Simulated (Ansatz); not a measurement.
# CH₈O₄Si₂: up Jacob's ladder to CCSD(T)

The task here is to estimate one member of a computed series from the others.

Method: functionals in def2-TZVPP, the program's frozen cores in correlated methods; program: Ansatz 0.2.0, Gaussian basis.

Plan: PBE-D4, r2SCAN-D4, PBE0-D4, B3LYP-D4, ωB97X-V, ωB97M-V, B2PLYP; CCSD(T)/def2-TZVPP; MP2/def2-QZVPP; extrapolation to the limit.

## Structure used throughout

An earlier PBE0-D4 in a triple-zeta def2 set relaxation fixed the geometry.

SMILES `C[SiH](O)O[SiH](O)O`, 15 atoms, charge 0, spin multiplicity 1.

Atoms are counted from 1 here; the program's logs count them from 0.

Bond lengths: C1–Si2 1.847 Å, C1–H8 1.093 Å, C1–H9 1.092 Å, C1–H10 1.093 Å, Si2–O3 1.638 Å, Si2–O4 1.652 Å, Si2–H11 1.486 Å, O3–H12 0.963 Å, O4–Si5 1.615 Å, Si5–O6 1.635 Å, Si5–O7 1.644 Å, Si5–H13 1.477 Å, O6–H14 0.958 Å, O7–H15 0.959 Å. Angles: Si2–C1–H8 110.8°, Si2–C1–H9 110.7°, Si2–C1–H10 110.4°, H8–C1–H9 108.6°, H8–C1–H10 108.1°, H9–C1–H10 108.2°, C1–Si2–O3 108.8°, C1–Si2–O4 110.2°, C1–Si2–H11 111.2°, O3–Si2–O4 109.4°, O3–Si2–H11 111.1°, O4–Si2–H11 106.2°, Si2–O3–H12 114.8°, Si2–O4–Si5 138.7°, O4–Si5–O6 113.9°, O4–Si5–O7 106.5°, O4–Si5–H13 108.3°, O6–Si5–O7 105.9° and more.

Geometry (Å):

```xyz
15
CH8O4Si2
C    -1.15097    0.94141   -2.08592
Si    0.07889   -0.19564   -1.30684
O    -0.66460   -1.60901   -0.94144
O     0.68329    0.47834    0.07497
Si    0.94354    0.06247    1.61339
O    -0.14163    0.69075    2.66236
O     0.75398   -1.56842    1.69349
H    -0.68421    1.89287   -2.35235
H    -1.98017    1.13903   -1.40265
H    -1.55772    0.49548   -2.99701
H     1.24399   -0.42090   -2.20140
H    -0.29822   -2.07433   -0.18190
H     2.30840    0.48836    1.98477
H    -0.07343    1.61851    2.88960
H     0.53885   -1.93891    2.55093
```

Set-up of the first run:

in.yaml reads:

```yaml
crystal:
  periodic: [false, false, false]
  atoms:
    - {symbol: C, position_ang: [-1.150966, 0.941409, -2.085918]}
    - {symbol: Si, position_ang: [0.078890, -0.195641, -1.306844]}
    - {symbol: O, position_ang: [-0.664604, -1.609010, -0.941439]}
    - {symbol: O, position_ang: [0.683290, 0.478336, 0.074970]}
    - {symbol: Si, position_ang: [0.943545, 0.062474, 1.613386]}
    - {symbol: O, position_ang: [-0.141630, 0.690749, 2.662356]}
    - {symbol: O, position_ang: [0.753984, -1.568424, 1.693487]}
    - {symbol: H, position_ang: [-0.684212, 1.892865, -2.352350]}
    - {symbol: H, position_ang: [-1.980173, 1.139026, -1.402646]}
    - {symbol: H, position_ang: [-1.557718, 0.495482, -2.997009]}
    - {symbol: H, position_ang: [1.243986, -0.420902, -2.201397]}
    - {symbol: H, position_ang: [-0.298220, -2.074327, -0.181900]}
    - {symbol: H, position_ang: [2.308399, 0.488356, 1.984774]}
    - {symbol: H, position_ang: [-0.073427, 1.618511, 2.889597]}
    - {symbol: H, position_ang: [0.538848, -1.938914, 2.550933]}
basis:
  gaussian: {orbitals: def2-TZVPP}
hamiltonian: {xc: pbe, dispersion: d4}
output: {forces: true, orbitals: {seedname: orbitals}}
```

Command:

```
$ ansatz run in.yaml --threads 2 --pin off --events-out ev --progress --plain --max-ram 31744MiB --backend cuda --devices 0, --max-vram 18GiB
```

Steps of the session up to this table: PBE-D4 (GGA); r2SCAN-D4 (meta-GGA); PBE0-D4 (hybrid); B3LYP-D4 (hybrid); ωB97X-V (range-separated); ωB97M-V (range-separated); B2PLYP (double hybrid); CCSD(T) in def2-TZVPP; MP2 in def2-QZVPP.

One table of the session follows, with a row left open; its other results are not shown here.

| method | atomisation energy (kJ/mol) |
| --- | --- |
| PBE-D4 | 6057.1 |
| r2SCAN-D4 | 6027.4 |
| PBE0-D4 | 5949.0 |
| B3LYP-D4 | 5991.1 |
| ωB97X-V | 6032.1 |
| ωB97M-V | 6041.0 |
| B2PLYP | ? |
| HF/def2-TZVPP | 4381.3 |
| MP2/def2-TZVPP | 6017.8 |
| CCSD/def2-TZVPP | 5795.0 |
| CCSD(T)/def2-TZVPP | 5877.3 |
| MP2/CBS | 6197.9 |
| CCSD(T)/CBS | 6057.4 |

**Question.** Estimate the row for B2PLYP.

As computed: atomisation energy (kJ/mol): 5952.0. In the column «atomisation energy (kJ/mol)» it lies between PBE0-D4 (5949.0) and B3LYP-D4 (5991.1).
